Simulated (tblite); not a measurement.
# C5H8F2GeO: the cost of one run

Computed with tblite 0.8.0 and PySCF 2.14.0, with density-fitted response routines of our own, on a single molecule in the gas phase. Atoms are numbered from 0 throughout.

### 1 The starting structure

17 atoms, charge 0, multiplicity 1; geometry from: force field or distance geometry start.

Bonds of the start (Å): C0–C1 1.50, C1–C2 1.31, C2–C3 1.46, C3–O4 1.39, O4–Ge5 1.80, Ge5–F6 1.74, Ge5–F7 1.76, C3–C8 1.48, C8–C1 1.45, C0–H9 1.12, C0–H10 1.12, C0–H11 1.09, C2–H12 1.11, C3–H13 1.12, Ge5–H14 1.57, C8–H15 1.13, C8–H16 1.11.

### 2 Geometry optimisation with GFN2-xTB

The job: settings as JSON, then the geometry in Å.

```
{"job": {"kind": "relax", "xc": "GFN2-xTB", "basis": "xTB"}, "charge": 0, "multiplicity": 1}
C     -2.905600     0.356300    -0.097300
C     -1.427800     0.116000    -0.079100
C     -0.453100     0.701500     0.579700
C      0.546700    -0.174800    -0.014200
O      1.368100     0.541800    -0.871700
Ge     3.045600     0.084400    -0.411800
F      3.487000    -1.360100    -1.269100
F      4.194500     1.377500    -0.710000
C     -0.563800    -0.847700    -0.731800
H     -3.263700     0.111100     0.932500
H     -3.037500     1.455600    -0.262100
H     -3.428300    -0.230200    -0.858300
H     -0.425100     1.550500     1.297000
H      1.115000    -0.819000     0.709200
H      2.979700    -0.157900     1.137400
H     -0.722400    -1.880100    -0.311800
H     -0.516200    -0.812800    -1.840200
```

Started as:

```
> OMP_NUM_THREADS=1 python probes_run.py task.json out
```

The driver reads the jobs from task.json and runs them one after another.

Q: Estimate the wall time and peak memory of this first job on 1 thread of Arm Neoverse V2, shared host.

About 1.5 s, with a peak of 0.18 GiB.
